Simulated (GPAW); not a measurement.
NaLaMnMoO6:

```xyz
20
Lattice="5.5573 0.0000 0.0005 0.0000 5.5979 0.0000 -0.0629 0.0000 8.0246" Properties=species:S:1:pos:R:3 pbc="T T T"
Na    4.1371    2.8870    4.0066
Na    1.3574    0.0880    4.0185
La    1.3662    5.3682    8.0197
La    4.1282    2.5692    0.0054
Mn    1.3603    2.7297    2.0550
Mn    4.1342    5.5286    5.9702
Mo    4.1820    5.5792    2.1743
Mo    1.3124    2.7803    5.8509
O     3.7112    5.4765    3.9373
O     0.1716    4.5353    2.2249
O     5.1703    1.6184    2.2495
O     2.6448    1.1737    1.5989
O     3.0125    4.1180    1.6116
O     4.6099    0.1018    0.0319
O     1.7833    2.6775    4.0878
O     5.3228    1.7363    5.8002
O     0.3241    4.4173    5.7757
O     2.8496    3.9726    6.4262
O     2.4819    1.3190    6.4136
O     0.8845    2.9007    7.9933
```

The cell was built by a generator and needn't be a form met in nature.

Base run:

```yaml
Program: GPAW 26.7.0
Functional: PBE
Potentials_or_basis: GPAW PAW data sets (gpaw-data 1.2.1)
Cutoff: 800 eV
Basis: pw
k_mesh: 4 × 4 × 3
Occupations: fermi-dirac, width 0.05 eV
Spin: collinear spin, ferromagnetic start
Starting_moments: "[0.0, 0.0, 0.0, 0.0, 4.0, 4.0, 1.0, 1.0, 0.0, 0.0, 0.0, 0.0, 0.0, 0.0, 0.0, 0.0, 0.0, 0.0, 0.0, 0.0] μB"
```

Its results: band gap on the k mesh 0.16 eV, indirect (least direct gap 0.20 eV); pressure 0.1 GPa; net moment 9.96 μB per cell; site moments Na +0.00; La +0.01; Mn +4.07; Mo +0.37; O +0.02, +0.03, +0.04 μB; largest force 0.096 eV/Å.

Q: The run is repeated on the same cell with these changes: hubbard terms from none to Mn d U = 4 eV. What comes out?

A: Band gap on the k mesh 1.05 eV, indirect (least direct gap 1.13 eV); pressure 1.9 GPa; net moment 10.00 μB per cell; site moments Na -0.00; La +0.01; Mn +4.42; Mo +0.20; O +0.01, +0.02 μB; largest force 0.992 eV/Å.

The U term pushes filled and empty states of the shell apart.

Caveats: one-centre terms of the f shell are cut off; spin-orbit coupling is left out, which moves the levels of the heavy elements; the mesh misses the band edges, which the band path finds closer together; only a ferromagnetic start was run, and an antiferromagnetic order may lie lower in energy.

Not every run made on this cell is shown here.
